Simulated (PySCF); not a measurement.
# C₆H₁₂O₂: excited states, first hyperpolarisability

What do calculations give for the excited states, first hyperpolarisability of C₆H₁₂O₂ (`CC[C@@H](C)OC(C)=O`)?

Programs: PySCF 2.14.0, with routines of our own; each step states its level. All values are computed. Atoms count from 0.

## 1. The starting structure

20 atoms, charge 0, multiplicity 1; geometry from: GFN2-xTB.

## 2. Geometry optimisation at PBE0-D3(BJ)/def2-SVP

What the job is given:

```
{"job": {"xc": "PBE0", "basis": "def2-SVP", "d3": "d3bj", "grid": 2, "kind": "geom"}, "charge": 0, "multiplicity": 1}
C     -1.805926     1.607313     0.078211
C     -1.763060     0.142681    -0.339982
C     -0.520002    -0.569576     0.189107
C     -0.531891    -2.063196    -0.120034
O      0.620160     0.041863    -0.436570
C      1.776282     0.025898     0.226851
C      2.853441     0.720209    -0.568471
O      1.930836    -0.469496     1.312031
H     -0.931639     2.131443    -0.299263
H     -2.696109     2.088946    -0.318511
H     -1.818558     1.695434     1.162342
H     -2.643594    -0.378179     0.038355
H     -1.763160     0.071905    -1.428784
H     -0.427428    -0.422214     1.273076
H     -1.391470    -2.531882     0.350098
H      0.372875    -2.527816     0.264594
H     -0.583199    -2.221340    -1.194912
H      2.564502     1.753675    -0.742695
H      2.961047     0.230723    -1.532895
H      3.791744     0.684288    -0.024069
```

Command:

```sh
OMP_NUM_THREADS=1 python excited_run.py task.json out
```

One launch serves the whole session: the jobs run in the order shown.

The program printed:

```text
step   0  E = -385.62315417  max force = 0.014562
step   1  E = -385.62478188  max force = 0.003589
step   2  E = -385.62481922  max force = 0.001042
step   3  E = -385.62481394  max force = 0.001366
step   4  E = -385.62483148  max force = 0.000131
optimisation converged
```

Run time: 70 s. Hardware: 1 thread of Arm Neoverse V1, shared host; peak memory 0.8 GiB.

Step by step:

```tsv
step	energy from step 0 (eV)	largest force component (eV/Å)
0	0.0000	0.7488
1	-0.0443	0.1846
2	-0.0453	0.0536
3	-0.0452	0.0702
4	-0.0456	0.0067
```

Distances of close pairs at the start and the end, largest changes first:

```tsv
bond	before (Å)	after (Å)	change (Å)
C3–H14	1.086	1.100	+0.014
C0–H10	1.088	1.102	+0.014
C3–H16	1.088	1.101	+0.013
C0–H8	1.087	1.100	+0.013
C6–H18	1.087	1.100	+0.013
C0–H9	1.087	1.100	+0.013
C1–H12	1.091	1.104	+0.012
C6–H17	1.087	1.100	+0.012
```

The end geometry stands in the next job.

```tsv
at the end point	value
point group (found at 0.08 Å tolerance)	C1
rotational constants (GHz, main isotopes)	2.900, 1.371, 1.102
dipole moment (D)	1.88
```

## 3. Excited states: TDA CAM-B3LYP/def2-TZVP

What the job is given:

```
{"job": {"kind": "states", "xc": "CAM-B3LYP", "basis": "def2-TZVP", "tda": true, "soc": true, "nstates": 6, "ntriplets": 5, "nquad": 4}, "charge": 0, "multiplicity": 1}
C     -1.885002     1.577791     0.114078
C     -1.840562     0.111841    -0.281962
C     -0.602691    -0.613182     0.213624
C     -0.585882    -2.090017    -0.125230
O      0.525955     0.033955    -0.397789
C      1.696124    -0.013661     0.252478
C      2.766667     0.703723    -0.518108
O      1.851587    -0.563520     1.311388
H     -1.010300     2.114465    -0.281883
H     -2.788309     2.071141    -0.274032
H     -1.882824     1.695786     1.209405
H     -2.720308    -0.419699     0.116719
H     -1.887677     0.010363    -1.379829
H     -0.501173    -0.489584     1.304621
H     -1.450783    -2.595784     0.328935
H      0.327068    -2.562043     0.263439
H     -0.630347    -2.238083    -1.215179
H      2.465896     1.745861    -0.698143
H      2.896092     0.229330    -1.501823
H      3.707739     0.671811     0.041520
```

With the program's defaults for keys left out, this is: TDA CAM-B3LYP/def2-TZVP excited states, vertical, gas phase, spin-orbit mean-field couplings.

The program printed:

```text
coarse grid: 16128 points
cycle   1  E = -386.1259954787  dE =  1.136e+00  |g| = 9.891e-01  |ddm| = 3.140e+00
cycle   2  E = -385.9528591988  dE =  1.731e-01  |g| = 1.450e+00  |ddm| = 1.846e+00
cycle   3  E = -386.3033920509  dE = -3.505e-01  |g| = 1.801e-01  |ddm| = 1.278e+00
cycle   4  E = -386.3082598583  dE = -4.868e-03  |g| = 8.326e-02  |ddm| = 1.397e-01
cycle   5  E = -386.3093474121  dE = -1.088e-03  |g| = 1.928e-02  |ddm| = 5.818e-02
cycle   6  E = -386.3094215343  dE = -7.412e-05  |g| = 4.029e-03  |ddm| = 1.400e-02
cycle   7  E = -386.3094254483  dE = -3.914e-06  |g| = 8.973e-04  |ddm| = 5.077e-03
final grid: 154128 points
cycle   8  E = -386.3037147161  dE = -6.796e-05  |g| = 5.064e-03  |ddm| = 5.833e-02
cycle   9  E = -386.3037154155  dE = -6.994e-07  |g| = 4.879e-03  |ddm| = 7.756e-03
cycle  10  E = -386.3037202945  dE = -4.879e-06  |g| = 7.170e-04  |ddm| = 2.909e-03
cycle  11  E = -386.3037203584  dE = -6.394e-08  |g| = 3.318e-04  |ddm| = 6.485e-04
cycle  12  E = -386.3037203773  dE = -1.887e-08  |g| = 8.037e-05  |ddm| = 3.521e-04
cycle  13  E = -386.3037203784  dE = -1.074e-09  |g| = 2.910e-05  |ddm| = 6.399e-05
cycle  14  E = -386.3037203785  dE = -1.550e-10  |g| = 6.607e-06  |ddm| = 3.319e-05
converged SCF energy = -386.3037203785

Singlet excitations
state   eV       nm        f     d(h-e)  d(exc)  Lambda  PR(NTO)  |dmu|/D   mu/D   main configurations
  1   5.9906   207.0   0.00138   0.673   2.029   0.485   1.003    1.426    1.117   H->L 0.91
  2   8.2351   150.6   0.01960   0.830   3.274   0.320   1.361    1.919    1.306   H->L+1 0.66, H-1->L 0.14
  3   8.3810   147.9   0.16642   1.072   2.831   0.493   1.636    3.958    4.647   H-1->L 0.71, H->L+1 0.13
  4   8.6651   143.1   0.00057   1.258   2.599   0.348   1.010    4.548    5.820   H-2->L 0.52, H-5->L 0.30
  5   8.8624   139.9   0.00362   0.650   3.462   0.326   1.071                     H-1->L+1 0.90
  6   9.2685   133.8   0.02225   1.310   3.853   0.270   1.222                     H->L+2 0.63, H->L+4 0.09, H->L+5 0.08

Triplet excitations (Tamm-Dancoff)
state   eV     d(h-e)  d(exc)  Lambda  PR(NTO)   main configurations
  1   5.4413   0.658   2.008   0.483   1.004   H->L 0.91
  2   6.2010   0.530   2.042   0.533   1.008   H-1->L 0.70, H-4->L 0.12
  3   8.0891   1.034   3.292   0.275   1.024   H->L+1 0.75, H->L+2 0.08
  4   8.2085   0.924   2.401   0.380   1.015   H-2->L 0.42, H-5->L 0.22, H-7->L 0.14
  5   8.3615   0.753   2.410   0.504   1.033   H-6->L 0.34, H-4->L 0.15, H-5->L 0.14
S1 - T1 = 0.5493 eV

Spin-orbit couplings |<S|Hso|T>| (cm-1)
             T1       T2       T3       T4       T5
S0       60.710    3.006    5.219   50.306   27.433
S1        1.030   38.475    1.870   38.543   34.134
S2        9.295    0.288    0.898    7.253    3.104
S3       24.395    0.614    2.060   15.593    9.643
S4       35.612   10.713    0.805   16.085   31.369
S5        2.547    2.220   22.307    2.311    2.355
S6        5.726    1.607    4.928    5.937    1.925
T1 sublevels (cm-1): 0.000 0.014 0.315   radiative rates (1/s): 56.9 0.927 817
```

It took 1.9 min on 1 thread of Arm Neoverse V1, shared host; peak memory 1.4 GiB.

From this job:

```tsv
quantity	value
S1 less T1	0.55 eV
```

Orbitals, density, ELF and potential are computed afterwards from the orbital file.

Frontier orbitals at CAM-B3LYP/def2-TZVP, with the share of their density that lies nearest to each atom:

```tsv
orbital	energy (eV)	lies on
HOMO	-9.34	O7 69 %; O4 10 %; C6 7 %
LUMO	1.61	C5 42 %; O7 24 %; H18 9 %
```

ELF in a plane through or near 9 of the atoms.

Ten even steps from '0' (0.00) to '9' (1.00):
```
0000000000000000000000000000
0000000000000000000000000000
0000000000000000000000000000
0000000000000023101330000000
0000000463000399726998000000
0000005999100499969999200000
0000006999200099938999100000
0001345898002115646531000000
0005897236148801687300000000
0004898369472735735997100000
0001565467584756959999300000
0000000013345444636999200000
0000000000000288610132000000
0000000000016724684000000000
0000000000069952999400000000
0000000000189964899600000000
0000000000037611365100000000
0000000000000000000000000000
0000000000000000000000000000
0000000000000000000000000000
```
The map spans 12.8 Å across and 10.3 Å up, centred on the molecule. Atoms in the plane (x, y in Å): C0 (1.7, 1.7), C1 (1.7, 0.2), C3 (0.6, -2.0), O4 (-0.6, 0.0), C6 (-2.9, 0.6), H8 (0.8, 2.2), H9 (2.6, 2.2), H11 (2.7, -0.3), H17 (-2.6, 1.7).

log10 of the density (e/Å³) in the same plane.

Ten even steps from '0' (-4.0) to '9' (1.5):
```
0000000000000000000000000000
0000000000000000000000000000
0000000000000011111111000000
0000001111001233333332100000
0000012333212345555554210000
0001234554323467777764310000
0012345666433467777765310000
0013456776545556777654210000
0023567987667655677654210000
0023567777779866797764310000
0023456667778877777765310000
0012334455666677766654310000
0000122334445677654443200000
0000001123345689765332000000
0000000012346777775421000000
0000000001345666664321000000
0000000000234444443210000000
0000000000112222222100000000
0000000000001111110000000000
0000000000000000000000000000
```
The map spans 12.8 Å across and 10.3 Å up, centred on the molecule. Atoms in the plane (x, y in Å): C0 (1.7, 1.7), C1 (1.7, 0.2), C3 (0.6, -2.0), O4 (-0.6, 0.0), C6 (-2.9, 0.6), H8 (0.8, 2.2), H9 (2.6, 2.2), H11 (2.7, -0.3), H17 (-2.6, 1.7).

On the surface of density 0.002 e/bohr³ the electrostatic potential runs, from the 1st to the 99th percentile, from -1.70 V near O7 to 0.91 V near H18.

## 4. Excited states: TDDFT CAM-B3LYP/aug-cc-pVDZ

The job, as its differences from that of step 3:

```diff
@@ -1,2 +1,2 @@
-{"job": {"kind": "states", "xc": "CAM-B3LYP", "basis": "def2-TZVP", "tda": true, "soc": true, "nstates": 6, "ntriplets": 5, "nquad": 4}, "charge": 0, "multiplicity": 1}
+{"job": {"kind": "states", "xc": "CAM-B3LYP", "basis": "aug-cc-pVDZ", "tpa": true, "nstates": 8, "nquad": 6, "ntriplets": 0}, "charge": 0, "multiplicity": 1}
 C     -1.885002     1.577791     0.114078
```

Level: TDDFT CAM-B3LYP/aug-cc-pVDZ excited states, vertical, gas phase, two-photon moments by quadratic response.

The program printed:

```text
coarse grid: 16128 points
cycle   1  E = -385.9952827380  dE =  1.186e+00  |g| = 9.325e-01  |ddm| = 1.266e+01
cycle   2  E = -385.8351104583  dE =  1.602e-01  |g| = 1.365e+00  |ddm| = 3.478e+00
cycle   3  E = -386.1646324345  dE = -3.295e-01  |g| = 1.693e-01  |ddm| = 2.144e+00
cycle   4  E = -386.1693065994  dE = -4.674e-03  |g| = 7.353e-02  |ddm| = 3.630e-01
cycle   5  E = -386.1702262892  dE = -9.197e-04  |g| = 1.770e-02  |ddm| = 1.148e-01
cycle   6  E = -386.1702933485  dE = -6.706e-05  |g| = 3.527e-03  |ddm| = 4.603e-02
cycle   7  E = -386.1702966208  dE = -3.272e-06  |g| = 7.958e-04  |ddm| = 1.392e-02
final grid: 154128 points
cycle   8  E = -386.1911900337  dE = -2.987e-05  |g| = 3.894e-03  |ddm| = 2.210e-01
cycle   9  E = -386.1911909573  dE = -9.236e-07  |g| = 3.526e-03  |ddm| = 3.052e-02
cycle  10  E = -386.1911939106  dE = -2.953e-06  |g| = 4.297e-04  |ddm| = 8.756e-03
cycle  11  E = -386.1911939374  dE = -2.681e-08  |g| = 2.058e-04  |ddm| = 1.065e-03
cycle  12  E = -386.1911939454  dE = -8.025e-09  |g| = 4.539e-05  |ddm| = 6.251e-04
cycle  13  E = -386.1911939458  dE = -4.133e-10  |g| = 1.915e-05  |ddm| = 1.034e-04
converged SCF energy = -386.1911939458

Singlet excitations
state   eV       nm        f     d(h-e)  d(exc)  Lambda  PR(NTO)  |dmu|/D   mu/D   delta(TPA)   sigma/GM   main configurations
  1   5.9270   209.2   0.00101   0.670   2.083   0.289   1.005    1.429    1.140        0.34      0.004   H->L+9 0.46, H->L+5 0.15, H->L+10 0.14
  2   7.2417   171.2   0.03102   0.975   4.034   0.156   1.011    3.846    4.597       42.22      0.811   H->L 0.62, H->L+1 0.13, H->L+3 0.09
  3   7.8518   157.9   0.03159   0.442   4.121   0.194   1.801    1.902    2.868       49.10      1.109   H-1->L 0.32, H->L+1 0.20, H-1->L+2 0.09
  4   7.9497   156.0   0.00071   0.758   4.527   0.155   1.861    1.747    1.290      110.72      2.563   H->L+3 0.29, H-1->L 0.27, H->L+1 0.12
  5   7.9770   155.4   0.00420   0.939   4.710   0.169   1.422    2.141    0.949       30.90      0.720   H->L+2 0.59, H-1->L 0.12
  6   8.1161   152.8   0.07548   0.307   4.071   0.237   1.980    1.219    2.430       29.69      0.717   H->L+1 0.20, H-1->L+2 0.19, H-1->L+9 0.16
  7   8.1624   151.9   0.01719   1.889   5.318   0.151   1.340                                            H->L+3 0.25, H->L 0.20, H->L+6 0.13
  8   8.4512   146.7   0.00461   0.780   4.770   0.152   1.837                                            H-1->L+1 0.55, H->L+4 0.19
```

It took 1.9 min on 1 thread of Arm Neoverse V1, shared host; peak memory 1.3 GiB.

## 5. First hyperpolarisability: quadratic response CAM-B3LYP/aug-cc-pVDZ

The job, as its differences from that of step 4:

```diff
@@ -1,2 +1,2 @@
-{"job": {"kind": "states", "xc": "CAM-B3LYP", "basis": "aug-cc-pVDZ", "tpa": true, "nstates": 8, "nquad": 6, "ntriplets": 0}, "charge": 0, "multiplicity": 1}
+{"job": {"kind": "beta", "xc": "CAM-B3LYP", "basis": "aug-cc-pVDZ"}, "charge": 0, "multiplicity": 1}
 C     -1.885002     1.577791     0.114078
```

With the program's defaults for keys left out, this is: quadratic response CAM-B3LYP/aug-cc-pVDZ first hyperpolarisability, Taylor convention, gas phase.

The program printed:

```text
coarse grid: 16128 points
cycle   1  E = -385.9952827380  dE =  1.186e+00  |g| = 9.325e-01  |ddm| = 1.266e+01
cycle   2  E = -385.8351104583  dE =  1.602e-01  |g| = 1.365e+00  |ddm| = 3.478e+00
cycle   3  E = -386.1646324345  dE = -3.295e-01  |g| = 1.693e-01  |ddm| = 2.144e+00
cycle   4  E = -386.1693065994  dE = -4.674e-03  |g| = 7.353e-02  |ddm| = 3.630e-01
cycle   5  E = -386.1702262892  dE = -9.197e-04  |g| = 1.770e-02  |ddm| = 1.148e-01
cycle   6  E = -386.1702933485  dE = -6.706e-05  |g| = 3.527e-03  |ddm| = 4.603e-02
cycle   7  E = -386.1702966208  dE = -3.272e-06  |g| = 7.958e-04  |ddm| = 1.392e-02
final grid: 154128 points
cycle   8  E = -386.1911900337  dE = -2.987e-05  |g| = 3.894e-03  |ddm| = 2.210e-01
cycle   9  E = -386.1911909573  dE = -9.236e-07  |g| = 3.526e-03  |ddm| = 3.052e-02
cycle  10  E = -386.1911939106  dE = -2.953e-06  |g| = 4.297e-04  |ddm| = 8.756e-03
cycle  11  E = -386.1911939374  dE = -2.681e-08  |g| = 2.058e-04  |ddm| = 1.065e-03
cycle  12  E = -386.1911939454  dE = -8.025e-09  |g| = 4.539e-05  |ddm| = 6.251e-04
cycle  13  E = -386.1911939458  dE = -4.133e-10  |g| = 1.915e-05  |ddm| = 1.034e-04
converged SCF energy = -386.1911939458

Lowest singlets (eV, f): 5.9270 0.0010  7.2417 0.0310  7.8518 0.0316

First hyperpolarisability (au)
process     nm      |vector|   parallel      HRS      DR
static         -       36.48      -20.7      27.16    2.05
shg       1907.0       37.20     -21.01      27.93   2.039
eope      1907.0       36.72      -20.8          -       -
shg       1064.0       38.92      -21.7       29.8   2.014
eope      1064.0       37.25     -21.03          -       -
```

Run time: 97 s. Hardware: 1 thread of Arm Neoverse V1, shared host; peak memory 1.3 GiB.

## 6. Outcome

```
                                                   quantity                                             value
                                                point group                                                C1
                       rotational constants (main isotopes)                              2.90, 1.37, 1.10 GHz
               S1 less T1 (step 3, TDA CAM-B3LYP/def2-TZVP)                                           0.55 eV
                      surface potential, 1st and 99th percentile                                -1.70 V and 0.91 V
β vector (step 5, quadratic response CAM-B3LYP/aug-cc-pVDZ)  static 36, SHG 1907.0 nm 37, SHG 1064.0 nm 39 au
```

What this shows: The optimisation took 4 steps and gained 0.046 eV; among the close pairs (by a distance rule), C3–H14 changed most, from 1.086 to 1.100 Å. In step 3, the number of triplets below S1 is 1, and the largest singlet-triplet spin-orbit coupling is S0–T1, 60.71 cm⁻¹. β grows from 36 au (static) to 39 au for doubling at 1064.0 nm: normal dispersion, which grows as twice the photon energy moves toward the bright states.
